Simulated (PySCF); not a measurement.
# AlGe+: bond curves at several levels of theory

An exercise on one series of results from a longer session: the logs are not shown, and one member is left open.

Computed with PySCF 2.14.0. Level: Al def2-SVP, Ge def2-SVP, no relativity.

The first run:

Settings of the job:

* atoms: Al, Ge
* charge: 1
* basis: Al def2-SVP, Ge def2-SVP
* Hamiltonian: no relativity
* basis functions: 50
* electrons treated: 44
* masses in u: 26.9815, 73.9212
* levels: PBE0, PBE, r²SCAN, PBEsol, BP86, TPSSh, LC-ωPBE, HF, MP2, SCS-MP2, CCSD, CCSD(T)
* grid: 80 radial by 434 angular points
* occupations: held fixed by the projection of orbital angular momentum
* dissociation limit: Al+ + Ge, each in its ground configuration
* starting distance in angstrom: 2.455
* values of 2S to try: 0, 2

The run is started by

```bash
$ OMP_NUM_THREADS=1 python dia.py task.json out
```

Steps of the session up to this table: Input; The PBE0 curve of the state that the search chose; Other states along the same grid; PBE; r²SCAN; PBEsol; BP86; TPSSh (hybrid meta-GGA); LC-ωPBE (range-separated hybrid); ROHF (mean field); MP2 and coupled cluster.

One table of the session follows, with a row left open; its other results are not shown here.

It belongs to the step «The curves together». Energy (eV) from each level's lowest point:

```
R (Å)   ROHF  ROHF-MP2  ROHF-SCS-MP2  ROHF-CCSD  ROHF-CCSD(T)
2.437  0.548     0.340         0.368        n/a           n/a
2.551  0.334     0.154         0.173      0.192         0.170
2.664  0.190     0.057         0.069      0.078         0.063
2.749      ?         ?             ?          ?             ?
2.834  0.065     0.003         0.006      0.007         0.002
2.919  0.032     0.000         0.000      0.000         0.000
3.032  0.007     0.012         0.008      0.009         0.015
3.174  0.000     0.044         0.034      0.040         0.051
3.344  0.012     0.093         0.079      0.090         0.108
3.571  0.048     0.166         0.146        n/a           n/a
```

Q: Estimate the row for R (Å) = 2.749 from the others.

Worked estimate for «ROHF». A straight line through the neighbours (2.664, 0.190) and (2.834, 0.065) gives 0.190 + (0.065 − 0.190) × (2.749 − 2.664) / (2.834 − 2.664) = 0.128; a parabola fitted to 4 rows on both sides gives 0.115.

**Answer.** ROHF: 0.116; ROHF-MP2: 0.020; ROHF-SCS-MP2: 0.027; ROHF-CCSD: 0.031; ROHF-CCSD(T): 0.021. In «ROHF» the line misses by +0.012 and the parabola by -0.001.
